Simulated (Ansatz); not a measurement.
I need a ladder of methods at one geometry of BrClH2SeSi, SMILES Cl[SiH]([SeH])Br. Use Ansatz 0.2.0 through its Python package. Use (for the species named): MP2, def2-SVP basis, multiplicity 1. The script varies method: mp2, ccsd, ccsd_t.

```
atom    x (Å)    y (Å)    z (Å)
  Cl  -1.7179  -0.9649   0.8133
  Si  -0.2104  -0.2057  -0.3981
  Se   1.4797   0.4942   0.9158
  Br   0.5877  -1.8390  -1.7630
   H  -0.6872   0.9198  -1.2230
   H   0.5901   1.5315   1.6089
```

`methods.py`:
```python
# -*- coding: utf-8 -*-
"""BrClH2SeSi at several levels of theory."""

import ansatz as az

BASIS = "def2-SVP"

geometry_ang = [
    ("Cl", (-1.7179, -0.9649, 0.8133)),
    ("Si", (-0.2104, -0.2057, -0.3981)),
    ("Se", (1.4797, 0.4942, 0.9158)),
    ("Br", (0.5877, -1.839, -1.763)),
    ("H", (-0.6872, 0.9198, -1.223)),
    ("H", (0.5901, 1.5315, 1.6089)),
]
system = az.Crystal.molecule()
for symbol, xyz in geometry_ang:
    system = system.atom(symbol, xyz)

base = system.calculation().basis(gaussian=BASIS)

methods = ["mp2", "ccsd", "ccsd_t"]
reports = [base.correlation(m).run().report for m in methods]
print(f"Hartree-Fock reference {reports[0]['reference_energy_ev'] / 27.211386246:.6f} Ha")
best = reports[-1]["free_energy_ev"] - reports[-1]["reference_energy_ev"]
for method, each in zip(methods, reports):
    gained = each["free_energy_ev"] - each["reference_energy_ev"]
    print(f"{method:8s} total {each['free_energy_ev'] / 27.211386246:.6f} Ha  correlation {gained:9.4f} eV  ({100 * gained / best:.1f} % of the last)")
```

`python methods.py` gives:
```text
Hartree-Fock reference -5721.129988 Ha
mp2      total -5721.821948 Ha  correlation  -18.8292 eV  (93.8 % of the last)
ccsd     total -5721.849529 Ha  correlation  -19.5797 eV  (97.6 % of the last)
ccsd_t   total -5721.867423 Ha  correlation  -20.0666 eV  (100.0 % of the last)
```

Caveats:
- Total energies depend on the basis set; only differences at equal settings carry meaning.
- The geometry is a force-field or estimated start, not a minimum of this method, and the basis set is short of its limit. A lower total doesn't mark the better method: functionals have no common bound, and MP2 and coupled cluster aren't variational.
- Inner cores stay frozen; a filled d shell under the valence of the heavier atoms is correlated with it.
- Wall time of the script: 31 s on 1 thread of Intel(R) Xeon(R) Processor @ 2.30GHz, with other jobs on the host, peak memory 0.53 GiB.
